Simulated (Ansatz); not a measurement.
# CH9BOSi2: the cost of one run

Method: UKS BLYP/STO-3G, in Ansatz 0.2.0.

## (1) The starting structure

Bond lengths: B1–Si2 1.941 Å, Si2–O3 1.732 Å, Si2–Si4 2.270 Å, Si4–C5 1.799 Å, B1–H6 1.163 Å, B1–H7 1.200 Å, Si2–H8 1.424 Å, O3–H9 1.018 Å, Si4–H10 1.486 Å, Si4–H11 1.497 Å, C5–H12 1.107 Å, C5–H13 1.117 Å, C5–H14 1.087 Å. Angles (14 of 22 angles, heavy atoms first): B1–Si2–O3 111.1°, B1–Si2–Si4 105.9°, O3–Si2–Si4 109.8°, Si2–Si4–C5 110.8°, B1–Si2–H8 110.0°, O3–Si2–H8 108.6°, Si4–Si2–H8 111.3°, Si2–B1–H6 122.0°, Si2–B1–H7 119.3°, Si2–O3–H9 100.9°, Si2–Si4–H10 106.5°, Si2–Si4–H11 106.8°, C5–Si4–H10 111.6°, C5–Si4–H11 113.7°.

Coordinates:

```xyz
14

B    -0.5985    1.6377    1.3404
Si   -1.3512    0.4062    0.0430
O    -1.4516    1.1353   -1.5247
Si    0.0632   -1.3680   -0.0241
C     1.7094   -0.8533   -0.5347
H     0.4360    2.1457    1.1809
H    -1.2716    2.0021    2.2648
H    -2.6588    0.0117    0.4462
H    -0.4750    1.3723   -1.6890
H    -0.5268   -2.3420   -0.9782
H     0.0251   -2.0015    1.3313
H     2.3941   -1.7236   -0.5277
H     2.0454   -0.0866    0.2047
H     1.6473   -0.3652   -1.5042
```

## (2) Preparing the start

input.yaml

```yaml
crystal:
  periodic: [false, false, false]
  atoms:
    - { symbol: B, position_ang: [-0.5985, 1.6377, 1.3404] }
    - { symbol: Si, position_ang: [-1.3512, 0.4062, 0.043] }
    - { symbol: O, position_ang: [-1.4516, 1.1353, -1.5247] }
    - { symbol: Si, position_ang: [0.0632, -1.368, -0.0241] }
    - { symbol: C, position_ang: [1.7094, -0.8533, -0.5347] }
    - { symbol: H, position_ang: [0.436, 2.1457, 1.1809] }
    - { symbol: H, position_ang: [-1.2716, 2.0021, 2.2648] }
    - { symbol: H, position_ang: [-2.6588, 0.0117, 0.4462] }
    - { symbol: H, position_ang: [-0.475, 1.3723, -1.689] }
    - { symbol: H, position_ang: [-0.5268, -2.342, -0.9782] }
    - { symbol: H, position_ang: [0.0251, -2.0015, 1.3313] }
    - { symbol: H, position_ang: [2.3941, -1.7236, -0.5277] }
    - { symbol: H, position_ang: [2.0454, -0.0866, 0.2047] }
    - { symbol: H, position_ang: [1.6473, -0.3652, -1.5042] }
magnetization:
  spin_polarized: true
basis:
  gaussian: { orbitals: STO-3G }
hamiltonian:
  xc: blyp
relax:
  f_tol: 0.02
  max_steps: 40
output:
  orbitals: {}
```

Command:

```
> ansatz run input.yaml --threads 2 --pin off --max-ram 3072MiB --backend cpu --events-out ev --progress --plain --runs-dir out
```

Q: Estimate wall time and peak memory on 2 threads of Arm Neoverse V1, shared host.

About 39 s, with a peak of 0.18 GiB.
